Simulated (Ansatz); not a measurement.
Ta4NiO11:

```
Ta Ni O
1.0
     5.29285   -0.00032   -0.02518
    -0.04190    5.33569    0.02340
    -0.47620   -0.07999    7.89609
Ta Ni O
4 1 11
Direct
  0.52261 0.46364 0.51843
  0.55532 0.53163 0.98083
  0.02338 0.98832 0.50961
  0.04916 0.02484 0.01689
  0.06538 0.57998 0.26898
  0.96711 0.93834 0.23892
  0.21005 0.28324 0.42990
  0.27287 0.71995 0.06145
  0.33888 0.23820 0.03682
  0.30665 0.75341 0.45874
  0.50103 0.44858 0.74991
  0.70564 0.16332 0.48732
  0.73302 0.83358 0.94060
  0.85284 0.36497 0.07896
  0.81889 0.65561 0.47584
  0.07718 0.01239 0.74680
```

The cell was built by a generator and needn't be a form met in nature.

Base run:

| Item | Value |
| --- | --- |
| Program | Ansatz 0.2.0 |
| Functional | PBE |
| Potentials or basis | Ansatz PAW earlier set |
| Cutoff | 1080 eV |
| Density cutoff | 4320 eV |
| k mesh | 5 × 5 × 4 |
| Occupations | fermi-dirac, width 0.05 eV |
| Spin | collinear spin, ferromagnetic start |
| Starting moments | [0.0, 0.0, 0.0, 0.0, 1.0, 0.0, 0.0, 0.0, 0.0, 0.0, 0.0, 0.0, 0.0, 0.0, 0.0, 0.0] μB |

Its results: band gap on the k mesh 1.35 eV, indirect (least direct gap 1.43 eV); pressure 0.1 GPa; net moment 2.00 μB per cell; site moments Ta +0.00; Ni +1.51; O +0.09, +0.04, +0.06, +0.00, +0.07, +0.05 μB; largest force 0.015 eV/Å.

Problem. After a change of settings the same cell gave: band gap on the k mesh 1.30 eV, indirect (least direct gap 1.39 eV); pressure -1.1 GPa; net moment 2.00 μB per cell; site moments Ta +0.00; Ni +1.52; O +0.09, +0.04, +0.06, +0.00, +0.08, +0.05 μB; largest force 0.098 eV/Å. Which change was it?
A. functional from PBE to RPBE; potentials or basis from Ansatz PAW earlier set to Ansatz PAW; cutoff from 1080 eV to 420 eV; density cutoff from 4320 eV to 1680 eV; valence electrons from 192 to 136
B. potentials or basis from Ansatz PAW earlier set to Ansatz PAW; cutoff from 1080 eV to 420 eV; density cutoff from 4320 eV to 1680 eV; valence electrons from 192 to 136
C. potentials or basis from Ansatz PAW earlier set to PseudoDojo standard (PBE files); cutoff from 1080 eV to 1333 eV; density cutoff from 4320 eV to 5333 eV; valence electrons from 192 to 136
D. functional from PBE to r2SCAN; potentials or basis from Ansatz PAW earlier set to Ansatz PAW; cutoff from 1080 eV to 500 eV; density cutoff from 4320 eV to 2000 eV; valence electrons from 192 to 136

Solution. C.

Caveats: odd divisions of the mesh miss points on the zone boundary, where band edges often lie, so the gap on the mesh can be too wide; spin-orbit coupling is left out, which moves the levels of the heavy elements; a cell with one magnetic atom can't hold antiferromagnetic order, which such compounds often take.

Not every run made on this cell is shown here.
